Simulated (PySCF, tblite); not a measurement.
# C₆H₈N radical: geometry, infrared bands and EPR parameters

Wanted: the infrared bands and EPR parameters of C₆H₈N radical (`[H]/[C]=C\[C@H](N)CC#C`), by calculation.

Programs: tblite 0.8.0 and PySCF 2.14.0, with density-fitted response routines of our own. Each step states its level of theory. These are calculated values for one molecule in the gas phase, unless marked as measured. Atoms are numbered from 0 throughout.

### Step 1. The starting structure

15 atoms, charge 0, multiplicity 2; geometry from: force field or distance geometry start.

Bonds of the start (Å): C0–C1 1.29, C1–C2 1.51, C2–N3 1.47, C2–C4 1.54, C4–C5 1.47, C5–C6 1.21, C0–H7 1.07, C1–H8 1.09, C2–H9 1.09, N3–H10 1.01, N3–H11 1.03, C4–H12 1.10, C4–H13 1.10, C6–H14 1.06.

### Step 2. Optimising the geometry with GFN2-xTB

What the job is given:

```
{"job": {"kind": "relax", "xc": "GFN2-xTB", "basis": "xTB"}, "charge": 0, "multiplicity": 2}
C     -0.813900     2.134900    -0.471300
C     -0.839400     1.148600     0.362600
C     -0.542500    -0.296000     0.025100
N     -1.798600    -1.044600     0.189200
C      0.569100    -0.895700     0.903700
C      1.887000    -0.315600     0.587200
C      2.970900     0.156700     0.340700
H     -0.803200     2.957700    -1.153100
H     -1.099100     1.347600     1.406300
H     -0.264400    -0.365700    -1.030200
H     -2.506300    -0.658500    -0.426200
H     -1.655900    -2.011100    -0.122300
H      0.340200    -0.753400     1.971600
H      0.628800    -1.978000     0.723900
H      3.922900     0.581200     0.131100
```

On the command line:

```
OMP_NUM_THREADS=1 python probes_run.py task.json out
```

This one command runs all jobs of the session in turn.

**Question.** This job is followed by: GFN2-xTB harmonic vibrations, gas phase; UKS B3LYP, pcH-1 on C H N, non-relativistic, mean-field spin-orbit, GIAO. Predict these results of the whole session: strongest single infrared mode (GFN2-xTB); zero-point energy (GFN2-xTB); g(iso) (B3LYP); ⟨S²⟩; largest a(iso) (averaged by class); potential on the surface of density 0.002 e/bohr³, 1st and 99th percentile.

**Answer**, as computed:

| quantity | value |
| --- | --- |
| strongest single infrared mode (GFN2-xTB) | 2799 cm⁻¹, 93 km/mol |
| zero-point energy (GFN2-xTB) | 73.7 kcal/mol |
| g(iso) (B3LYP) | 2.00223 |
| ⟨S²⟩ | 0.759 (exact 0.75) |
| largest a(iso) (averaged by class) | 13C on C0, 315.4 MHz |
| potential on the surface of density 0.002 e/bohr³, 1st and 99th percentile | -1.35 V and 1.53 V |

What this shows: The optimisation took 90 steps and gained 0.257 eV; among the close pairs (by a distance rule), C4–C5 changed most, from 1.474 to 1.447 Å. No mode is imaginary among the 39: a minimum at this level. The strongest single mode, at 2799 cm⁻¹, moves mainly H9. GFN2-xTB is a fitted tight-binding method: band positions and strengths are rough. Its intensities can rank the bands wrongly. C0 carries the largest spin population, 1.04 e. The isotropic g lies 0.1 ppt below the free-electron value. These values are for one conformer; the search (at its own cheap level) found 2 more, at 0.69, 0.84 kcal/mol, and measured spectra average over such forms.
